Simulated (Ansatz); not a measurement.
# CH3BBr, SMILES C[B]Br: vertical and adiabatic energies of changing the electron count

Program: Ansatz 0.2.0 through its Python package.

`ch3bbr_adiabatic.py`:
```python
"""How CH3BBr relaxes after losing an electron."""

import itertools

import ansatz
from ase.data import atomic_numbers, covalent_radii
import numpy as np


def main() -> None:
    system = (
        ansatz.Crystal.molecule()
        .atom("C", [-0.3427, 0.3142, -0.2443])
        .atom("B", [-0.031, -1.0564, 0.3663])
        .atom("Br", [1.7765, -1.4096, 1.0625])
        .atom("H", [-1.1482, 0.8236, 0.318])
        .atom("H", [0.4939, 1.0228, -0.236])
        .atom("H", [-0.7063, 0.2413, -1.3126])
    )

    setup = (
        system.calculation()
        .basis(gaussian="def2-SVP")  # the orbital basis, by name
        .functional("b3lyp")
        .spin("collinear", total=1)  # two spin channels
    )
    symbols = [site.symbol for site in system.cartesian_sites]
    start = np.array([site.position_ang for site in system.cartesian_sites], dtype=float)
    report = setup.relax(force_tolerance=0.01).run().report
    end = np.array(report["positions_ang"])

    minimum = ansatz.Crystal.molecule()
    for symbol, place in zip(symbols, end):
        minimum = minimum.atom(symbol, place.tolist())
    ion = (
        minimum.calculation()
        .basis(gaussian="def2-SVP")
        .functional("b3lyp")
        .charge(1)  # electrons removed from the neutral system
    )
    vertical = ion.run().report
    settled = ion.relax(force_tolerance=0.01, max_steps=80).run().report
    print(f"vertical ionisation energy   {vertical['free_energy_ev'] - report['free_energy_ev']:.3f} eV")
    print(f"adiabatic, no zero point     {settled['free_energy_ev'] - report['free_energy_ev']:.3f} eV")
    print(f"relaxation energy of the ion {vertical['free_energy_ev'] - settled['free_energy_ev']:.3f} eV")
    ionised = np.array(settled["positions_ang"])
    # pairs closer than 1.2 times the sum of covalent radii, before or after
    radius = [covalent_radii[atomic_numbers[s]] for s in symbols]
    span = lambda where, i, j: np.linalg.norm(where[i] - where[j])
    bonded = [(i, j) for i, j in itertools.combinations(range(len(symbols)), 2) if min(span(end, i, j), span(ionised, i, j)) < 1.2 * (radius[i] + radius[j])]
    print("pair        before    after (A)")
    for i, j in bonded:
        print(f"{symbols[i]}{i}-{symbols[j]}{j}".ljust(10), f"{span(end, i, j):8.4f} {span(ionised, i, j):8.4f}")
    for first, second in list(itertools.combinations(bonded, 2)):
        shared = set(first) & set(second)
        if shared and symbols[(j := shared.pop())] != "H":
            i, k = sorted((set(first) | set(second)) - {j})
            u, v = ionised[i] - ionised[j], ionised[k] - ionised[j]
            angle = np.degrees(np.arccos(np.clip(u @ v / np.linalg.norm(u) / np.linalg.norm(v), -1, 1)))
            print(f"final angle {symbols[i]}{i}-{symbols[j]}{j}-{symbols[k]}{k}: {angle:.2f} deg")


if __name__ == "__main__":
    main()
```

```console
$ python ch3bbr_adiabatic.py
vertical ionisation energy   7.943 eV
adiabatic, no zero point     6.639 eV
relaxation energy of the ion 1.304 eV
pair        before    after (A)
C0-B1        1.5525   1.4854
C0-H3        1.1059   1.1080
C0-H4        1.1036   1.1080
C0-H5        1.1045   1.1080
B1-Br2       1.9021   1.7690
final angle B1-C0-H3: 110.31 deg
final angle B1-C0-H4: 110.26 deg
final angle B1-C0-H5: 110.32 deg
final angle C0-B1-Br2: 179.96 deg
final angle H3-C0-H4: 108.62 deg
final angle H3-C0-H5: 108.63 deg
final angle H4-C0-H5: 108.63 deg
```

These settings explore the input space; basis and method may be short of convergence. The energies are electronic: no zero-point or thermal terms, and the basis set is short of its limit. The product may relax into another structure. Each relaxation finds its nearest minimum, which needn't be the lowest. The run takes the species as open-shell (spin multiplicity 2), which needn't be its ground state. b3lyp holds the VWN-RPA fit, as in Gaussian; the form of ORCA and Turbomole is b3lyp5. Only the spin states typed were run; another state of an ion can lie lower, by up to an eV or two. Finished in 47 s on 1 thread of Arm Neoverse V1 (shared host), peak memory 0.27 GiB.
